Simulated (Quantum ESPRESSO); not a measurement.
The system is GaF.

```
Ga F
1.0
     3.16592    0.00000    0.00000
     0.00000    3.16592    0.00000
     0.00000    0.00000    3.16592
Ga F
1 1
Direct
  0.00000 0.00000 0.00000
  0.50000 0.50000 0.50000
```

The cell was built by a generator and needn't be a form met in nature.

| Property | Result |
| --- | --- |
| Program | Quantum ESPRESSO 7.5 |
| Task | single point |
| Functional | PBE |
| Potentials or basis | SSSP 1.3 efficiency PBE |
| Cutoff | 952 eV |
| Density cutoff | 7619 eV |
| k mesh | 8 × 8 × 8 |
| Occupations | fermi-dirac, width 0.05 eV |
| Spin | no spin polarisation |

On this cell: pressure -0.1 GPa; largest force zero by symmetry; band gap on the k mesh 0.34 eV, indirect (least direct gap 1.12 eV).

The same run follows on a disturbed copy (atoms moved at random, drawn with an rms of 0.05 Å):

```
Ga F
1.0
     3.16592    0.00000    0.00000
     0.00000    3.16592    0.00000
     0.00000    0.00000    3.16592
Ga F
1 1
Cartesian
  -0.0040 0.0182 0.0024
  1.5286 1.5399 1.5658
```

Q: What changes?

A: The energy moves by -1.7 meV/atom; pressure 0.0 GPa; largest force 0.081 eV/Å; band gap on the k mesh 0.34 eV, indirect (least direct gap 1.14 eV).

Forces in eV/Å, atoms in the order of the input:
```
Ga   0.050  0.061  0.020
F   -0.050 -0.061 -0.020
```

The energy falls, though the first cell shows no forces: that form is unstable against this distortion, unless noise or another electronic state is at work.

A k mesh can miss the band edges.
